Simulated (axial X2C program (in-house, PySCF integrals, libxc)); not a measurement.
# RuSe⁺: from the state search to constants, part 2 of 2

Computed with an in-house X2C program for linear molecules on PySCF integrals; all-electron X2C, Ru dyall-cv3z, Se dyall-cv3z.

## (9) PBE0, 2c

State followed: Ω = 5/2 (excess of +ω over −ω: ω = 5/2). The scan is laid around 2.259 Å, a first estimate of the minimum, and this SCF restarts from the orbitals of the search.

The SCF at the reference distance of 2.259 Å:

```text
two-component X2C + atomic mean field  PBE0
basis functions 252  fitting functions 1260  grid points 5802
iter        total energy     max residual
   1      -6951.700061320     8.75e+00
   2      -6956.809776586     4.70e-02
   3      -6956.792233934     5.82e-02
   4      -6956.833735125     2.29e-02
   5      -6956.845003823     4.79e-03
   6      -6956.845776586     6.03e-04
   7      -6956.845782710     4.83e-04
   8      -6956.845790117     1.21e-04
   9      -6956.845791575     3.55e-05
  10      -6956.845791813     2.47e-05
  11      -6956.845791871     1.72e-05
  12      -6956.845791898     1.14e-05
  13      -6956.845791912     6.53e-06
  14      -6956.845791918     2.58e-06
  15      -6956.845791919     9.78e-07
converged
one-electron -10299.20628400  Coulomb 3217.61231962  exact exchange -54.74659658  xc functional -167.81374160  nuclear repulsion 350.44227868  atomic mean-field constant -3.13376804
```

Along the bond, energies from the lowest point:

```
R (Å)  E (eV)  μ (D)  HOMO (eV)  LUMO (eV)  iterations
1.965  0.9657  -2.44     -12.70     -10.29          86
2.056  0.4327  -3.34     -12.92     -10.10          16
2.123  0.1638  -3.46     -12.97      -9.98          16
2.191  0.0313  -3.53     -13.01      -9.86          16
2.259  0.0000  -3.57     -13.06      -9.74          15
2.338  0.0546  -3.59     -13.11      -9.59          15
2.417  0.1749  -3.57     -13.17      -9.45          14
2.519  0.3866  -3.52     -12.98      -9.47          14
2.643  0.6830  -3.42     -12.69      -9.47          15
2.824  1.1116  -3.27     -12.36      -9.43          16
```

Dipoles are positive if Se is the positive end and refer to the centre of mass.

Outer spinors at the reference distance:

```tsv
ω	occupied	ε (eV)	atomic character	λ mixture
1/2	yes	-25.82	72% Se s, 10% Ru d, 9% Ru p	100% σ
-1/2	yes	-24.15	70% Se s, 11% Ru d, 10% Ru p	100% σ
-3/2	yes	-16.46	100% Ru d	100% δ
1/2	yes	-16.41	67% Ru d, 27% Se p, 4% Se s	100% σ
-1/2	yes	-16.22	78% Ru d, 19% Se p	100% π
5/2	yes	-16.18	100% Ru d	100% δ
3/2	yes	-16.07	80% Ru d, 18% Se p	100% π
-1/2	yes	-14.66	59% Se p, 28% Ru d, 5% Se s	98% σ, 2% π
1/2	yes	-13.94	67% Ru d, 27% Se p	93% π, 7% σ
-3/2	yes	-13.78	74% Ru d, 22% Se p	100% π
1/2	yes	-13.47	42% Se p, 31% Ru s, 24% Ru d	93% σ, 7% π
-1/2	yes	-13.28	65% Se p, 24% Ru d, 6% Ru p	98% π, 2% σ
3/2	yes	-13.06	66% Se p, 23% Ru d, 6% Ru p	99% π, 1% δ
3/2	no	-9.74	99% Ru d	99% δ, 1% π
-5/2	no	-9.51	100% Ru d	100% δ
1/2	no	-9.38	58% Se p, 30% Ru d, 7% Ru p	100% π
-3/2	no	-9.17	59% Se p, 28% Ru d, 8% Ru p	100% π
```

PBE0 fields in the half plane through the axis: z from -2.4 to 4.5 Å across, distance from the axis 0.15 to 2.25 Å upwards; Ru lies at z = 0 and Se at z = 2.259 Å; the ELF is damped to zero where the density is low.

log10 density (e/bohr³). Ten even steps from '0' (-5.03 ) to '9' (1.72 ):
```
000112222222222222221100
001222333333333333322110
011233334444444444333211
112334444444444444443321
122344555555555555544322
123345666665556666554332
123445677766566776654432
123456789876667997654432
```

ELF. Ten even steps from '0' (0.00 ) to '9' (0.84 ):
```
000000000000001111000000
000000111111122333310000
000001221222345666642000
000012222223467899874200
000012343333588899987410
000013577643686447998520
000014895973662442799630
000004827273644765499730
```

No constants are quoted: the solution changes its character somewhere along the scan, so the fit is set aside.

## (10) HF, 2c

Output at 2.259 Å:

```text
two-component X2C + atomic mean field  HF
basis functions 252  fitting functions 1260  grid points 5802
iter        total energy     max residual
   1      -6953.271840049     3.02e-01
   2      -6953.312448256     8.66e-03
   3      -6953.318349210     9.04e-03
   4      -6953.320760028     5.38e-03
   5      -6953.323550173     4.29e-03
   6      -6953.325436225     2.19e-03
   7      -6953.325979755     1.41e-03
   8      -6953.326175646     8.23e-04
   9      -6953.326227341     2.92e-04
  10      -6953.326241139     2.50e-04
  11      -6953.326246825     2.26e-04
  12      -6953.326250809     2.03e-04
  13      -6953.326255730     1.58e-04
  14      -6953.326258674     1.03e-04
  15      -6953.326259450     7.36e-05
  16      -6953.326259986     4.47e-05
  17      -6953.326260240     2.51e-05
  18      -6953.326260346     1.07e-05
  19      -6953.326260370     3.60e-06
  20      -6953.326260373     1.95e-06
  21      -6953.326260374     1.50e-06
converged
one-electron -10300.23027587  Coulomb 3218.82912237  exact exchange -219.23361751  xc functional 0.00000000  nuclear repulsion 350.44227868  atomic mean-field constant -3.13376804
```

No constants are quoted: too few points lie around the minimum for a second fit to confirm the first.

## (11) PBEsol, 2c

Output at 2.259 Å:

```text
two-component X2C + atomic mean field  PBEsol
basis functions 252  fitting functions 1260  grid points 5802
iter        total energy     max residual
   1      -6952.679803018     2.85e-01
   2      -6952.689029941     1.10e-02
   3      -6952.580123933     6.47e-02
   4      -6952.582445464     6.60e-02
   5      -6952.691448939     4.00e-03
   6      -6952.681767768     1.94e-02
   7      -6952.683080171     1.81e-02
   8      -6952.691220268     4.82e-03
   9      -6952.691773353     2.06e-03
  10      -6952.691857796     1.06e-03
  11      -6952.691887653     4.21e-05
  12      -6952.691887537     8.43e-05
  13      -6952.691887716     1.72e-05
  14      -6952.691887723     2.30e-06
  15      -6952.691887724     4.32e-07
converged
one-electron -10298.08625634  Coulomb 3216.35112516  exact exchange 0.00000000  xc functional -218.26526719  nuclear repulsion 350.44227868  atomic mean-field constant -3.13376804
```

Re = 2.192 Å, ωe = 324 cm⁻¹, ωexe = 0.727 cm⁻¹, Be = 0.07834 cm⁻¹, De = 4.23 eV, μ = -2.75 D.

## (12) MP2 and beyond, 2c

Correlated methods: 13 electrons correlated (frozen shells, counted by type: Ru 4 s, 3 p, 1 d; Se 3 s, 2 p, 1 d), 307 virtual spinors in MP2, 90 natural virtuals in coupled cluster.

Output of the correlated part at 2.259 Å:

```text
correlated 13  virtual 307  natural virtual 90  E(MP2) -0.325584424  MP2 remainder -0.023174309
iter   CCSD correlation   residual
   1     -0.306062061   1.36e-01
   2     -0.313961051   7.17e-02
   3     -0.319117566   4.40e-02
   4     -0.320987071   2.42e-02
   5     -0.321806083   1.02e-02
   6     -0.321849086   3.58e-03
   7     -0.321880543   1.60e-03
   8     -0.321889865   8.22e-04
   9     -0.321877811   4.83e-04
  10     -0.321885871   2.88e-04
  11     -0.321881966   1.54e-04
  12     -0.321884358   7.90e-05
  13     -0.321883697   3.91e-05
  14     -0.321883161   1.66e-05
  15     -0.321883075   6.91e-06
  16     -0.321883004   3.36e-06
  17     -0.321882970   1.60e-06
  18     -0.321882971   8.79e-07
(T) -0.015892883  T1 0.0679  D1 0.1354  max T2 0.074
```

MP2: Re = 2.215 Å, ωe = 309 cm⁻¹, Be = 0.07669 cm⁻¹, De = 2.15 eV.

CCSD: Re = 2.264 Å, ωe = 301 cm⁻¹, ωexe = 1.52 cm⁻¹, Be = 0.07342 cm⁻¹, De = 2.09 eV. T1 at Re = 0.048 (Lee–Taylor, the printed value over √2).

CCSD(T): Re = 2.252 Å, ωe = 319 cm⁻¹, ωexe = 1.31 cm⁻¹, Be = 0.07419 cm⁻¹, De = 2.27 eV. T1 at Re = 0.048 (Lee–Taylor, the printed value over √2).

## (13) A higher determinant, 2c

State: Ω = 9/2 (excess of +ω over −ω: ω = 1/2, ω = 3/2, ω = 5/2).

Output at the reference distance:

```text
two-component X2C + atomic mean field  PBE0
basis functions 252  fitting functions 1260  grid points 5802
iter        total energy     max residual
   1      -6951.709581262     8.69e+00
   2      -6956.789711377     4.70e-02
   3      -6956.762286556     5.86e-02
   4      -6956.795092593     3.48e-02
   5      -6956.824670307     4.93e-03
   6      -6956.825224068     1.31e-03
   7      -6956.825262887     5.24e-04
   8      -6956.825274853     3.87e-04
   9      -6956.825284216     2.12e-04
  10      -6956.825285766     3.98e-05
  11      -6956.825285916     8.92e-06
  12      -6956.825285938     5.12e-06
  13      -6956.825285943     1.59e-06
  14      -6956.825285944     4.59e-07
converged
one-electron -10299.31622448  Coulomb 3217.69175474  exact exchange -54.72976055  xc functional -167.77956630  nuclear repulsion 350.44227868  atomic mean-field constant -3.13376804
```

| R (Å) | E above the lowest PBE0 point (eV) |
| --- | --- |
| 1.965 | 1.195 |
| 2.056 | 0.729 |
| 2.123 | 0.575 |
| 2.191 | 0.529 |
| 2.259 | 0.558 |
| 2.338 | 0.658 |
| 2.417 | 0.809 |
| 2.519 | 1.055 |
| 2.643 | 1.402 |

Re = 2.195 Å, ωe = 309 cm⁻¹, ωexe = 0.514 cm⁻¹, Be = 0.07812 cm⁻¹, μ = -3.15 D.

## (14) The 2c curves together

Energy (eV) of the followed determinant, 2c, from each level's lowest point:

| R (Å) | PBE0 (jumps) | HF | MP2 | CCSD | CCSD(T) | PBEsol |
| --- | --- | --- | --- | --- | --- | --- |
| 1.965 | 0.966 | 1.991 | 0.808 | n/a | n/a | 0.680 |
| 2.056 | 0.433 | 1.145 | 0.272 | 0.474 | 0.448 | 0.206 |
| 2.123 | 0.164 | 0.723 | 0.075 | 0.191 | 0.172 | 0.046 |
| 2.191 | 0.031 | 0.433 | 0.000 | 0.045 | 0.034 | 0.000 |
| 2.259 | 0.000 | 0.239 | 0.009 | 0.000 | 0.000 | 0.035 |
| 2.338 | 0.055 | 0.101 | 0.087 | 0.035 | 0.052 | 0.147 |
| 2.417 | 0.175 | 0.029 | 0.207 | 0.131 | 0.170 | 0.312 |
| 2.519 | 0.387 | 0.000 | 0.388 | 0.303 | 0.374 | 0.577 |
| 2.643 | 0.683 | 0.024 | 0.614 | n/a | n/a | 0.944 |
| 2.824 | 1.112 | 0.117 | 0.918 | n/a | n/a | 1.493 |

Time for the job: 8.2 min (1 thread of Intel Xeon Platinum 8259CL at 2.50GHz (Skylake/Cascade Lake), shared host); peak memory 0.92 GiB.

## (15) Results

This closing draws on all 2 parts.

Lowest determinant that the search found at its distance, spin-free: M_S = 5/2, Λ = 0 (beyond closed shells: σα, π+α, π-α, δ+α, δ-α).

Lowest determinant that the search found at its distance, 2c: Ω = 5/2 (excess of +ω over −ω: ω = 5/2).

| Hamiltonian | level | Re (Å) | ωe (cm⁻¹) | De (eV) | μ (D) |
| --- | --- | --- | --- | --- | --- |
| spin-free | PBE0 | 2.250 | 319 | 3.12 | -3.59 |
| spin-free | HF | 2.516 | 161.3 | 0.961 | -3.29 |
| spin-free | MP2 | 2.213 | 313 | 2.40 | n/a |
| spin-free | CCSD | 2.260 | 308 | 2.32 | n/a |
| spin-free | CCSD(T) | 2.249 | 325 | 2.51 | n/a |
| spin-free | PBEsol | 2.233 | 337 | 4.27 | -3.20 |
| 2c | MP2 | 2.215 | 309 | 2.15 | n/a |
| 2c | CCSD | 2.264 | 301 | 2.09 | n/a |
| 2c | CCSD(T) | 2.252 | 319 | 2.27 | n/a |
| 2c | PBEsol | 2.192 | 324 | 4.23 | -2.75 |

Dipoles are positive if Se is the positive end and refer to the centre of mass. No constants: 2c PBE0 (the solution changes its character somewhere along the scan, so the fit is set aside); 2c HF (too few points lie around the minimum for a second fit to confirm the first).

Time per point (s) on 1 thread of Intel Xeon Platinum 8259CL at 2.50GHz (Skylake/Cascade Lake), shared host (2c runs; CCSD comes with the CCSD(T) run); the times are rough: MP2 2.7, CCSD(T) 16, PBEsol 1.4.

**Reading.** At CCSD(T), going from spin-free to two-component changes Re by +3 mÅ, ωe by -2.0 %, which is small (part of it comes from the scalar share of the two-electron terms). De moves by -0.23 eV; both De rest on single-determinant atoms, which can miss part of an open shell's spin–orbit lowering.

De refers to Ru+ + Se, each in the lowest determinant found, which need not be this curve's own limit. Each curve is one determinant whose occupation by symmetry is held fixed; it was picked as the lowest of a PBE0 search that is not exhaustive. Dissociation energies refer to the lowest single-determinant-based atoms at the same level and basis. Density functionals use the spin component along the axis (collinear). CCSD and (T) use frozen natural virtuals with an MP2 correction for the truncation. With several unpaired electrons one determinant need not be a pure state. At some level an empty orbital lies below a filled one. T1 at Re is 0.048 (Lee–Taylor), above the customary mark of 0.02.
